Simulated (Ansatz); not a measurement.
The system is BaY.

```xyz
2
Lattice="4.4204 0.0000 0.0000 0.0000 4.4204 0.0000 0.0000 0.0000 4.4204" Properties=species:S:1:pos:R:3 pbc="T T T"
Ba    0.0000    0.0000    0.0000
Y     2.2102    2.2102    2.2102
```

The cell was built by a generator and needn't be a form met in nature.

Base run:

- Program: Ansatz 0.2.0
- Functional: r2SCAN
- Potentials or basis: Ansatz PAW
- Cutoff: 500 eV (not typed: the program's choice for these potentials)
- k mesh: 6 × 6 × 6
- Occupations: fermi-dirac, width 0.05 eV
- Spin: no spin polarisation

Its results: band gap on the k mesh none (metal or under the smearing width); pressure 0.1 GPa.

Task: The run is repeated on the same cell with these changes: functional from r2SCAN to LDA; cutoff from 500 eV (not typed: the program's choice for these potentials) to 420 eV (not typed: the program's choice for these potentials). What comes out?

Result: Band gap on the k mesh none (metal or under the smearing width); pressure -2.4 GPa.

Caveats: spin-orbit coupling is left out, which moves the levels of the heavy elements; the PAW data sets come from PBE, with cores solved anew for the run's functional, which leaves a small shift of forces and pressure.
